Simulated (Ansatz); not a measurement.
# BrH3NOSi: the cost of one run

Method: the settings change from run to run; program: Ansatz 0.2.0, Gaussian basis.

## 1. The geometry

An earlier PBE0-D4 in a triple-zeta def2 set relaxation fixed the geometry.

SMILES `N[Si](O)Br`, 7 atoms, charge 0, spin multiplicity 2.

Atoms are counted from 1 here; the program's logs count them from 0.

Bond lengths: N1–Si2 1.700 Å, N1–H5 1.008 Å, N1–H6 1.006 Å, Si2–O3 1.644 Å, Si2–Br4 2.253 Å, O3–H7 0.959 Å. Angles: Si2–N1–H5 120.3°, Si2–N1–H6 121.3°, H5–N1–H6 113.0°, N1–Si2–O3 104.1°, N1–Si2–Br4 107.5°, O3–Si2–Br4 113.6°, Si2–O3–H7 116.4°.

## 2. BHLYP/x2c-TZVPPall

Options: a grid of angular degree 47.

in.yaml

```yaml
crystal:
  periodic: [false, false, false]
  atoms:
    - {symbol: N, position_ang: [-0.457105, 1.090430, -0.258860]}
    - {symbol: Si, position_ang: [0.156315, -0.266008, 0.562279]}
    - {symbol: O, position_ang: [1.247030, -0.909235, -0.485648]}
    - {symbol: Br, position_ang: [-1.579809, -1.631284, 1.006830]}
    - {symbol: H, position_ang: [0.156904, 1.675612, -0.802929]}
    - {symbol: H, position_ang: [-1.272326, 1.577455, 0.073706]}
    - {symbol: H, position_ang: [1.810192, -1.604968, -0.140977]}
basis:
  gaussian: {orbitals: x2c-TZVPPall, final_grid: {core_spheres: 20, valence_spheres: 16, degree: 47}}
magnetization: {spin_polarized: true, initial_magnetization: 1}
hamiltonian: {xc: {name: BHLYP}}
output: {forces: true}
```

Command:

```console
ansatz run in.yaml --threads 4 --pin off --events-out ev --progress --plain --max-ram 10444MiB
```

Q: Estimate wall time and peak memory on 4 threads of Arm Neoverse V1, shared host.

About 7.5 s, with a peak of 0.77 GiB.
